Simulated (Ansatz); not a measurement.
# C₂H₃BF₂O: one species, many methods

An exercise on one series of results from a longer session: the logs are not shown, and one member is left open.

Computed with Ansatz 0.2.0, Gaussian basis. Level: functionals in def2-TZVPP, the program's frozen cores in correlated methods.

The runs, in order: PBE-D4, r2SCAN-D4, PBE0-D4, B3LYP-D4, ωB97X-V, ωB97M-V, B2PLYP; CCSD(T)/def2-TZVPP; MP2/def2-QZVPP; extrapolation to the limit.

**The relaxed structure**

The geometry comes from an earlier relaxation with PBE0-D4 in a triple-zeta def2 set; it is a stationary point, not always the lowest conformer.

9 atoms, charge 0, spin multiplicity 1.

Atoms are counted from 1 here; the program's logs count them from 0.

Bond lengths: F1–B2 1.316 Å, B2–F3 1.320 Å, B2–C4 1.554 Å, C4–C5 1.478 Å, C4–O6 1.432 Å, C4–H7 1.088 Å, C5–O6 1.398 Å, C5–H8 1.087 Å, C5–H9 1.087 Å. Angles: F1–B2–F3 117.6°, F1–B2–C4 121.5°, F3–B2–C4 120.9°, B2–C4–C5 118.9°, B2–C4–O6 116.8°, B2–C4–H7 118.8°, C5–C4–O6 57.4°, C5–C4–H7 116.2°, O6–C4–H7 114.0°, C4–C5–O6 59.6°, C4–C5–H8 119.6°, C4–C5–H9 117.9°, O6–C5–H8 115.6°, O6–C5–H9 115.9°, H8–C5–H9 116.0°, C4–O6–C5 63.0°.

Set-up of the first run:

in.yaml reads:

```yaml
crystal:
  periodic: [false, false, false]
  atoms:
    - {symbol: F, position_ang: [-0.828951, 1.558008, 1.195916]}
    - {symbol: B, position_ang: [-0.441744, 0.302601, 1.278956]}
    - {symbol: F, position_ang: [-0.843976, -0.393134, 2.325657]}
    - {symbol: C, position_ang: [0.423342, -0.355905, 0.168951]}
    - {symbol: C, position_ang: [0.093968, -0.086415, -1.246756]}
    - {symbol: O, position_ang: [1.201548, 0.523453, -0.650796]}
    - {symbol: H, position_ang: [0.904571, -1.309552, 0.376239]}
    - {symbol: H, position_ang: [-0.734074, 0.575831, -1.488172]}
    - {symbol: H, position_ang: [0.313716, -0.861185, -1.977093]}
basis:
  gaussian: {orbitals: def2-TZVPP}
hamiltonian: {xc: pbe, dispersion: d4}
output: {forces: true, orbitals: {seedname: orbitals}}
```

Launch:

```bash
ansatz run in.yaml --threads 4 --pin off --events-out ev --progress --plain --max-ram 10444MiB
```

Steps of the session up to this table: PBE-D4 (GGA); r2SCAN-D4 (meta-GGA); PBE0-D4 (hybrid); B3LYP-D4 (hybrid); ωB97X-V (range-separated); ωB97M-V (range-separated); B2PLYP (double hybrid); CCSD(T) in def2-TZVPP; MP2 in def2-QZVPP.

One table of the session follows, with a row left open; its other results are not shown here.

| method | atomisation energy (kcal/mol) |
| --- | --- |
| PBE-D4 | 983.7 |
| r2SCAN-D4 | 956.8 |
| PBE0-D4 | 955.9 |
| B3LYP-D4 | 945.6 |
| ωB97X-V | 950.4 |
| ωB97M-V | 952.6 |
| B2PLYP | 941.0 |
| HF/def2-TZVPP | 687.7 |
| MP2/def2-TZVPP | 959.2 |
| CCSD/def2-TZVPP | 905.5 |
| CCSD(T)/def2-TZVPP | 922.7 |
| MP2/CBS | ? |
| CCSD(T)/CBS | 946.1 |

Q: Estimate the row for MP2/CBS from the others.

As computed: atomisation energy (kcal/mol): 982.7. In the column «atomisation energy (kcal/mol)» it lies between MP2/def2-TZVPP (959.2) and PBE-D4 (983.7).

Limits of these values: Free atoms (2 F, 1 B, 2 C, 1 O, 3 H) were run apart at each level; the atomisation energy is their sum less the molecule, without zero-point or spin-orbit terms.
